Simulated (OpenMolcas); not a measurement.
# Multireference states of InN

Which states of InN lie lowest, and how does spin–orbit coupling split them?

Program: OpenMolcas 26.06. Level of theory: SA-CASSCF(8,8), XMS-CASPT2, RASSI; ANO-RCC-VTZP. These are calculated values, not measurements.

### Step 1. The job

C2 symmetry about the axis (a holds Σ, Δ, Γ; b holds Π, Φ, H; Σ⁺ and Σ⁻ are not told apart); roots by multiplicity and irrep: 3a 2, 3b 6, 1b 4, 1a 4, 5b 2.

Active shells: In 5s 5p, N 2s 2p.

m.inp

```
&GATEWAY
Coord
2
angstrom
In 0.0 0.0 0.0
N 0.0 0.0 2.0960
Basis=ANO-RCC-VTZP
Group=XY
RX2C
AMFI
ANGMom
0.0 0.0 0.0
RICD
&SEWARD
&GUESSORB
&RASSCF
FileOrb=$CurrDir/o31.orb
Symmetry=1
Spin=3
nActEl=8 0 0
Inactive=14 10
RAS2=4 4
CIRoot=2 2 1
Linear
Iterations=120 100
OrbListing=Nothing
PRWF=0.15
>>COPY $Project.RasOrb $CurrDir/o31.orb
>>COPY $Project.rasscf.h5 $CurrDir/r31.h5
&CASPT2
XMultistate=all
Imaginary=0.2
IPEA=0.25
MaxIter=40
>>COPY $Project.JobMix JOB001
&RASSCF
FileOrb=$CurrDir/o32.orb
Symmetry=2
Spin=3
nActEl=8 0 0
Inactive=14 10
RAS2=4 4
CIRoot=6 6 1
Linear
Iterations=120 100
OrbListing=Nothing
PRWF=0.15
>>COPY $Project.RasOrb $CurrDir/o32.orb
>>COPY $Project.rasscf.h5 $CurrDir/r32.h5
&CASPT2
XMultistate=all
Imaginary=0.2
IPEA=0.25
MaxIter=40
>>COPY $Project.JobMix JOB002
&RASSCF
FileOrb=$CurrDir/o12.orb
Symmetry=2
Spin=1
nActEl=8 0 0
Inactive=14 10
RAS2=4 4
CIRoot=4 4 1
Linear
Iterations=120 100
OrbListing=Nothing
PRWF=0.15
>>COPY $Project.RasOrb $CurrDir/o12.orb
>>COPY $Project.rasscf.h5 $CurrDir/r12.h5
&CASPT2
XMultistate=all
Imaginary=0.2
IPEA=0.25
MaxIter=40
>>COPY $Project.JobMix JOB003
&RASSCF
FileOrb=$CurrDir/o11.orb
Symmetry=1
Spin=1
nActEl=8 0 0
Inactive=14 10
RAS2=4 4
CIRoot=4 4 1
Linear
Iterations=120 100
OrbListing=Nothing
PRWF=0.15
>>COPY $Project.RasOrb $CurrDir/o11.orb
>>COPY $Project.rasscf.h5 $CurrDir/r11.h5
&CASPT2
XMultistate=all
Imaginary=0.2
IPEA=0.25
MaxIter=40
>>COPY $Project.JobMix JOB004
&RASSCF
FileOrb=$CurrDir/o52.orb
Symmetry=2
Spin=5
nActEl=8 0 0
Inactive=14 10
RAS2=4 4
CIRoot=2 2 1
Linear
Iterations=120 100
OrbListing=Nothing
PRWF=0.15
>>COPY $Project.RasOrb $CurrDir/o52.orb
>>COPY $Project.rasscf.h5 $CurrDir/r52.h5
&CASPT2
XMultistate=all
Imaginary=0.2
IPEA=0.25
MaxIter=40
>>COPY $Project.JobMix JOB005
&RASSI
Nr of JobIphs=5 2 6 4 4 2
1 2
1 2 3 4 5 6
1 2 3 4
1 2 3 4
1 2
SpinOrbit
EJob
Omega
MEES
MESO
Properties=4
'AngMom' 3 'Mltpl  1' 1 'Mltpl  1' 2 'Mltpl  1' 3
Thrs=1.0d-4
>>COPY $Project.rassi.h5 $CurrDir/so.h5
```

Each module block was a call of its own in one work directory; start orbitals came from a preliminary run.

Run with:

```console
$ pymolcas m.inp
```

### Step 2. CASSCF and CASPT2, block by block

Further steps of the session: Spin–orbit coupling by RASSI.

Before running it: what results should come out? Wanted: lowest spin-free state; next spin-free state; lowest level; next level; lowering by spin–orbit coupling.

The runs gave:

```
                       quantity                          value
         lowest spin-free state                          (1)3Σ
           next spin-free state                (1)3Π, 0.105 eV
                   lowest level  Ω = 0, 92 % (1)3Σ + 8 % (1)3Π
                     next level                 Ω = 1, 32 cm⁻¹
lowering by spin–orbit coupling                       128 cm⁻¹
```

**Reading.** At 2.096 Å the lowest computed level has Ω = 0 and is 92 % (1)3Σ + 8 % (1)3Π. The levels that stem mainly from (1)3Σ spread over 32 cm⁻¹. Only the spin multiplicities and numbers of roots in the input were computed, so the list of states is not complete and the lowest one found need not be the ground state; labels number the states computed.
